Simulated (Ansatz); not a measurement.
TaN, space group P-62m: an equation of state with a fit, run with Ansatz's Python interface.

`tan_eos.py`:
```python
# -*- coding: utf-8 -*-
"""Equation of state of TaN."""

import ansatz
from ase.eos import EquationOfState
from ase.units import GPa
import numpy as np

vectors0 = np.array([
    [5.196, 0.0, 0.0],
    [-2.598, 4.499868, 0.0],
    [0.0, 0.0, 2.911],
])
sites = [
    ("Ta", [1 / 3, 2 / 3, 0.5]),
    ("Ta", [2 / 3, 1 / 3, 0.5]),
    ("Ta", [0.0, 0.0, 0.0]),
    ("N", [0.39285, 0.0, 0.0]),
    ("N", [0.60715, 0.60715, 0.0]),
    ("N", [0.0, 0.39285, 0.0]),
]


def build(cell):
    crystal = ansatz.Crystal(lattice=ansatz.Lattice.of(cell))
    for symbol, position in sites:
        crystal = crystal.atom(symbol, position)
    return crystal


def main():
    # uniform scaling of the cell
    volumes, energies = [], []
    for scale in np.linspace(0.88, 1.12, 7):
        cell = vectors0 * scale ** (1 / 3)
        job = (
            build(cell).calculation()
            .functional(ansatz.Functional.PBESOL)
            .occupations(ansatz.OccupationsMethod.FERMI_DIRAC, width=0.1)
            .pseudopotentials("paw")
            .basis(500)
            .kpoints(5, 5, 8)
        )
        rep = job.run(threads=1, backend="cpu").report
        volumes.append(abs(np.linalg.det(cell)) / len(sites))
        energies.append(rep["free_energy_ev"] / len(sites))
        print(f"V = {volumes[-1]:8.4f} A^3/atom  F = {energies[-1]:.5f} eV/atom")

    eos = EquationOfState(volumes, energies, eos="vinet")
    v0, e0, bulk = eos.fit()
    print(f"V0 = {v0:.4f} A^3/atom, E0 = {e0:.5f} eV/atom, B = {bulk / GPa:.1f} GPa")


if __name__ == "__main__":
    main()
```

From its runs, with one value withheld:

| V (Å³/atom) | F less the lowest row shown (meV/atom) |
| --- | --- |
| 9.983 | 171.62 |
| 10.436 | 62.45 |
| 10.890 | 8.80 |
| 11.344 | 0.00 |
| 11.798 | ? |
| 12.251 | 84.18 |
| 12.705 | 164.52 |

What is the missing energy at 11.798 Å³ an atom?

A third-order Birch-Murnaghan fit, E = E0 + (9 V0 B0 / 16) [(t - 1)³ B' + (t - 1)² (6 - 4t)] with t = (V0/V)^(2/3), through the 6 rows shown gives V0 = 11.215 Å³, B0 = 334.3 GPa, B' = 4.26 and E0 = -1.50 meV. At V = 11.798 Å³, t = 0.96677, and the fit interpolates to 27.44 meV. The run gave 27.45 meV, a miss of 0.01 meV.

What to keep in mind:
- No spin polarisation was allowed.
- Shape and fractional positions are held along the curve, so the bulk modulus is an upper value where they are free to relax.
- For a metal this k-point mesh is coarse: on a finer one energies can move by several to tens of meV an atom and pressures by half a GPa or more, differences at one mesh by less.
- Spin-orbit coupling, which matters for elements this heavy, is left out.
- The structure is a deposited one; some such entries were measured under pressure or heat, so a shift against it needn't be the functional's error alone.
- By the engine's processor time: 27 s on 1 thread of Intel(R) Xeon(R) Processor @ 2.30GHz (shared host), peak memory 0.53 GiB.
